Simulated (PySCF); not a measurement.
# A diatomic session: KB+

The task here is to estimate one member of a computed series from the others.

Program: PySCF 2.14.0. Level of theory: K def2-SVPD, B def2-SVPD, no relativity. These are calculated values, not measurements.

Set-up of the first run:

Settings of the job:

| Quantity | Value |
| --- | --- |
| atoms | K, B |
| charge | 1 |
| basis | K def2-SVPD, B def2-SVPD |
| Hamiltonian | no relativity |
| basis functions | 47 |
| electrons treated | 23 |
| masses in u | 38.9637, 11.0093 |
| levels | PBE0, PBE, r²SCAN, revPBE, B3LYP, M06, HF, MP2, SCS-MP2, CCSD, CCSD(T) |
| grid | 80 radial by 434 angular points |
| occupations | held fixed by the projection of orbital angular momentum |
| dissociation limit | K+ + B, each in its ground configuration |
| starting distance in angstrom | 2.860 |
| values of 2S to try | 1, 3 |

Run with:

```console
> OMP_NUM_THREADS=1 python dia.py task.json out
```

Among the steps run: Input; The PBE0 curve of the state that the search chose; Other states along the same grid; PBE (GGA); r²SCAN (meta-GGA); revPBE (GGA); B3LYP; M06 (hybrid meta-GGA); UHF (mean field); Adding correlation.

One of the session's tables, all rows but one given; the rest of the session is left out.

Energy (eV) from each level's lowest point:

| R (Å) | UHF | UHF-MP2 | UHF-SCS-MP2 | UHF-CCSD | UHF-CCSD(T) |
| --- | --- | --- | --- | --- | --- |
| 2.906 | 0.178 | 0.153 | 0.158 | n/a | n/a |
| 3.041 | 0.087 | 0.070 | 0.075 | 0.076 | 0.076 |
| 3.176 | 0.034 | 0.025 | 0.028 | 0.029 | 0.029 |
| 3.278 | 0.013 | 0.007 | 0.009 | 0.010 | 0.010 |
| 3.379 | 0.003 | 0.000 | 0.001 | 0.002 | 0.001 |
| 3.480 | 0.000 | 0.000 | 0.000 | 0.000 | 0.000 |
| 3.615 | ? | ? | ? | ? | ? |
| 3.784 | 0.020 | 0.025 | 0.023 | 0.021 | 0.022 |
| 3.987 | 0.045 | 0.052 | 0.049 | 0.046 | 0.047 |
| 4.258 | 0.081 | 0.092 | 0.087 | n/a | n/a |

**Question.** Estimate the row for R (Å) = 3.615.

Worked estimate for «UHF». A straight line through the neighbours (3.480, 0.000) and (3.784, 0.020) gives 0.000 + (0.020 − 0.000) × (3.615 − 3.480) / (3.784 − 3.480) = 0.009; a parabola fitted to 4 rows on both sides gives 0.006.

As computed: UHF: 0.005; UHF-MP2: 0.008; UHF-SCS-MP2: 0.007; UHF-CCSD: 0.006; UHF-CCSD(T): 0.006. In «UHF» the line misses by +0.004 and the parabola by +0.001.
